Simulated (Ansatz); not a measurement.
# CH2BF (SMILES B[C]F): U-r2SCAN0/STO-3G

What is the electronic atomisation energy of CH2BF at U-r2SCAN0/STO-3G? 

The results are computed with Ansatz 0.2.0.

70 further runs of the same task are left out: 5 that didn't finish, 65 set aside as unsound or not needed.

### 1 The system as given

The species is CH2BF (5 atoms), meant as a triplet with charge 0. SMILES: `B[C]F`. The shape is that of a GFN2-xTB optimisation.

Bond lengths: B1–C2 1.475 Å, C2–F3 1.312 Å, B1–H4 1.167 Å, B1–H5 1.176 Å. Angles: B1–C2–F3 134.8°, C2–B1–H4 120.2°, C2–B1–H5 118.7°, H4–B1–H5 121.1°.

### 2 A single-point energy at U-r2SCAN0/STO-3G

Contents of molecule.yaml:

```yaml
crystal:
  periodic: [false, false, false]
  atoms:
    - {symbol: B, position_ang: [-0.505570, -0.250120, -0.120900]}
    - {symbol: C, position_ang: [0.899880, 0.179790, -0.245440]}
    - {symbol: F, position_ang: [1.716060, 0.896670, 0.490070]}
    - {symbol: H, position_ang: [-0.994750, -0.904870, -0.953460]}
    - {symbol: H, position_ang: [-1.115610, 0.078530, 0.829720]}
basis:
  gaussian: {orbitals: STO-3G}
hamiltonian: {xc: {name: r2SCAN0}}
magnetization: {spin_polarized: true, initial_magnetization: 2}
accuracy: high
```

Started as:

```bash
$ ansatz run molecule.yaml --threads 1 --pin off --max-ram 2610MiB --events-out events.jsonl --progress --plain --runs-dir runs
```

Log:

```text
Warning: RAYON_NUM_THREADS=1 ignored (pool sized by the plan → 1); use --threads N
Functional definition: r2SCAN0
  name "r2SCAN0"
  parameter a = 0.25
  parameter k0 = 0.174
  parameter k1 = 0.065
  parameter a1 = 4.9479
  exchange = (1 - a)*r2scan_x(k0 = k0, k1 = k1, a1 = a1) + a*exact_x
  correlation = r2scan_c
293 factors; integrals over basis functions are off by at most 2.8e-8 eV
mean field evaluation 1: about -4395.3581 eV, gradient 1.1e1 eV
mean field evaluation 2: about -4395.8810 eV, gradient 9.4e0 eV
mean field evaluation 4: about -4396.5198 eV, gradient 8.8e-1 eV
mean field evaluation 8: about -4396.4912 eV, gradient 2.6e-2 eV
mean field evaluation 16: about -4396.4912 eV, gradient 1.0e-5 eV
mean field -4396.49119308 eV, -161.5680712969 hartree, gradient 9.0e-9 eV, S^2 2.003635; 0 other end points of the search recorded, 0 dependent functions left out
reference -4396.49119355 eV, -161.5680713140 hartree; 12, 10 occupied and 5, 7 virtual orbitals, 293 factors
Total energy: -4396.49119355 eV, -161.5680713140 hartree
```

Wall time 2.5 s (1 thread of AMD EPYC 7R43 (Zen 3), shared host); peak memory 0.23 GiB.

### 3 The B atom

Contents of job.yaml:

```yaml
basis:
  gaussian: {orbitals: STO-3G}
crystal:
  periodic: [false, false, false]
  atoms:
    - {symbol: B, position_ang: [0.000000, 0.000000, 0.000000]}
magnetization: {spin_polarized: true, initial_magnetization: 1}
hamiltonian: {xc: {name: r2SCAN0}}
accuracy: high
```

Run the same way, it converges to -24.25616 Eh (log not shown).

### 4 The C atom, same level

Contents of in.yaml:

```yaml
crystal:
  periodic: [false, false, false]
  atoms:
    - {symbol: C, position_ang: [0.000000, 0.000000, 0.000000]}
basis:
  gaussian: {orbitals: STO-3G}
hamiltonian: {xc: {name: r2SCAN0}}
accuracy: high
magnetization: {spin_polarized: true, initial_magnetization: 2}
```

Run the same way, it converges to -37.33469 Eh (log not shown).

### 5 The F atom, same level

Contents of input.yaml:

```yaml
basis:
  gaussian: {orbitals: STO-3G}
crystal:
  periodic: [false, false, false]
  atoms:
    - {symbol: F, position_ang: [0.000000, 0.000000, 0.000000]}
magnetization: {spin_polarized: true, initial_magnetization: 1}
hamiltonian: {xc: {name: r2SCAN0}}
accuracy: high
```

Run the same way, it converges to -98.26148 Eh (log not shown).

### 6 The H atom

Contents of molecule.yaml:

```yaml
basis:
  gaussian: {orbitals: STO-3G}
crystal:
  periodic: [false, false, false]
  atoms:
    - symbol: H
      position_ang: [0.000000, 0.000000, 0.000000]
magnetization: {spin_polarized: true, initial_magnetization: 1}
hamiltonian: {xc: {name: r2SCAN0}}
accuracy: high
```

Started as:

```bash
$ ansatz run molecule.yaml --threads 1 --pin off --max-ram 2610MiB --events-out events.jsonl --progress --plain --runs-dir runs
```

Log:

```text
Warning: RAYON_NUM_THREADS=1 ignored (pool sized by the plan → 1); use --threads N
Functional definition: r2SCAN0
  name "r2SCAN0"
  parameter a = 0.25
  parameter k0 = 0.174
  parameter k1 = 0.065
  parameter a1 = 4.9479
  exchange = (1 - a)*r2scan_x(k0 = k0, k1 = k1, a1 = a1) + a*exact_x
  correlation = r2scan_c
1 factors; integrals over basis functions are off by at most 4.6e-10 eV
mean field evaluation 1: about -12.6938 eV, gradient 0.0e0 eV
mean field evaluation 2: about -12.6938 eV, gradient 0.0e0 eV
mean field -12.69384000 eV, -0.4664900157 hartree, gradient 0.0e0 eV, S^2 0.750000; 0 other end points of the search recorded, 0 dependent functions left out
reference -12.69384034 eV, -0.4664900281 hartree; 1, 0 occupied and 0, 1 virtual orbitals, 1 factors
Total energy: -12.69384034 eV, -0.4664900281 hartree
```

It took 0.22 s on 1 thread of AMD EPYC 7R43 (Zen 3), shared host.

### 7 Outcome

Level: U-r2SCAN0/STO-3G.

```
                     quantity          value
       molecule: total energy  -161.56807 Eh
               molecule: ⟨S²⟩          2.004
         B atom: total energy   -24.25616 Eh
                 B atom: ⟨S²⟩          0.750
         C atom: total energy   -37.33469 Eh
                 C atom: ⟨S²⟩          2.000
         F atom: total energy   -98.26148 Eh
                 F atom: ⟨S²⟩          0.750
         H atom: total energy    -0.46649 Eh
                 H atom: ⟨S²⟩          0.750
electronic atomisation energy      21.300 eV
```

In words: Taking the molecule apart into free atoms costs 21.30 eV (491 kcal/mol), before zero-point energy and without spin-orbit coupling. In a minimal basis such a difference can be off by several eV, whatever the method.
